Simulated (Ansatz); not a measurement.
# ScS6: the cost of one run

Method: DFT PBE, scalar-relativistic, plane waves, PAW, in Ansatz 0.2.0.

1 further run of the same task is left out (it didn't finish).

### Step 1. The system as given

Symmetry: Fm-3m, No. 225, cubic system. Conventional cell: a = 10.261 Å, b = 10.261 Å, c = 10.261 Å, α = 90.00°, β = 90.00°, γ = 90.00°. Sc (site symmetry m-3m) has 6 S at 2.57 Å as nearest neighbours. S (site symmetry 4mm) is surrounded by 1 Sc at 2.57 Å.

Structure file:

```
Sc S
1.0
     0.00000    5.13060    5.13060
     5.13060    0.00000    5.13060
     5.13060    5.13060    0.00000
Sc S
1 6
Direct
  0.00000 0.00000 0.00000
  0.75000 0.25000 0.25000
  0.25000 0.75000 0.75000
  0.25000 0.75000 0.25000
  0.75000 0.25000 0.75000
  0.25000 0.25000 0.75000
  0.75000 0.75000 0.25000
```

The cell is invented: ordered vacancies on the cation sites of rhenium trioxide (Fm-3m, No. 225). Its size is a rough estimate.

### Step 2. A first look at the guess

The input, input.yaml:

```yaml
crystal:
  lattice:
    - [0.0, 5.13060384, 5.13060384]
    - [5.13060384, 0.0, 5.13060384]
    - [5.13060384, 5.13060384, 0.0]
  atoms:
    - { symbol: Sc, position: [0.0, 0.0, 0.0] }
    - { symbol: S, position: [0.75, 0.25, 0.25] }
    - { symbol: S, position: [0.25, 0.75, 0.75] }
    - { symbol: S, position: [0.25, 0.75, 0.25] }
    - { symbol: S, position: [0.75, 0.25, 0.75] }
    - { symbol: S, position: [0.25, 0.25, 0.75] }
    - { symbol: S, position: [0.75, 0.75, 0.25] }
basis:
  ecutwfc: 420
kpoints:
  mp_grid: { grid: [4, 4, 4] }
hamiltonian:
  xc: pbe
scf:
  occupations: { method: gaussian, width: 0.1 }
  lower_state_search: "off"
output:
  forces: true
  stress: true
  eigenvalues: true
```

Launch:

```sh
$ ansatz run input.yaml --threads 1 --pin off --max-ram 2048MiB --backend cpu --events-out ev --progress --plain --runs-dir out
```

Q: Estimate wall time and peak memory on 1 thread of Arm Neoverse V1, shared host.

About 4 s, with a peak of 0.45 GiB.
